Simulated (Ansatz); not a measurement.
# C2H5BOS2: the cost of one run

All numbers below are computed with Ansatz 0.2.0 (RKS PBE-D4/6-31G*).

## 1. The structure to begin with

Bond lengths: B1–C2 1.576 Å, C2–O3 1.194 Å, C2–S4 1.731 Å, S4–S5 2.150 Å, S5–C6 1.842 Å, B1–H7 1.182 Å, B1–H8 1.176 Å, C6–H9 1.149 Å, C6–H10 1.087 Å, C6–H11 1.103 Å. Angles: B1–C2–O3 118.6°, B1–C2–S4 123.2°, O3–C2–S4 118.1°, C2–B1–H7 117.4°, C2–B1–H8 120.5°, H7–B1–H8 121.6°, C2–S4–S5 93.8°, S4–S5–C6 92.3°, S5–C6–H9 111.0°, S5–C6–H10 110.1°, S5–C6–H11 109.7°, H9–C6–H10 108.1°, H9–C6–H11 107.6°, H10–C6–H11 110.3°.

Structure file:

```xyz
11

B     0.5930   -2.1465   -1.3302
C     0.6511   -1.1596   -0.1032
O     1.6864   -0.6222    0.1500
S    -0.7002   -0.8599    0.9364
S    -1.4115    0.8014   -0.2285
C    -0.5809    2.0240    0.8705
H    -0.4574   -2.6184   -1.5990
H     1.5255   -2.2778   -2.0347
H    -0.9694    1.9386    1.9485
H    -0.7752    3.0346    0.5199
H     0.5040    1.8288    0.8910
```

## 2. Relaxing end A

Contents of input.yaml:

```yaml
crystal:
  periodic: [false, false, false]
  atoms:
    - { symbol: B, position_ang: [0.593, -2.1465, -1.3302] }
    - { symbol: C, position_ang: [0.6511, -1.1596, -0.1032] }
    - { symbol: O, position_ang: [1.6864, -0.6222, 0.15] }
    - { symbol: S, position_ang: [-0.7002, -0.8599, 0.9364] }
    - { symbol: S, position_ang: [-1.4115, 0.8014, -0.2285] }
    - { symbol: C, position_ang: [-0.5809, 2.024, 0.8705] }
    - { symbol: H, position_ang: [-0.4574, -2.6184, -1.599] }
    - { symbol: H, position_ang: [1.5255, -2.2778, -2.0347] }
    - { symbol: H, position_ang: [-0.9694, 1.9386, 1.9485] }
    - { symbol: H, position_ang: [-0.7752, 3.0346, 0.5199] }
    - { symbol: H, position_ang: [0.504, 1.8288, 0.891] }
basis:
  gaussian: { orbitals: "6-31G*" }
hamiltonian:
  xc: pbe
  dispersion: d4
relax:
  f_tol: 0.015
  max_steps: 40
```

Started as:

```bash
$ ansatz run input.yaml --threads 2 --pin off --max-ram 3072MiB --backend cpu --events-out ev --progress --plain --runs-dir out
```

Q: Estimate wall time and peak memory on 2 threads of Arm Neoverse V1, shared host.

About 69 s, with a peak of 0.15 GiB.
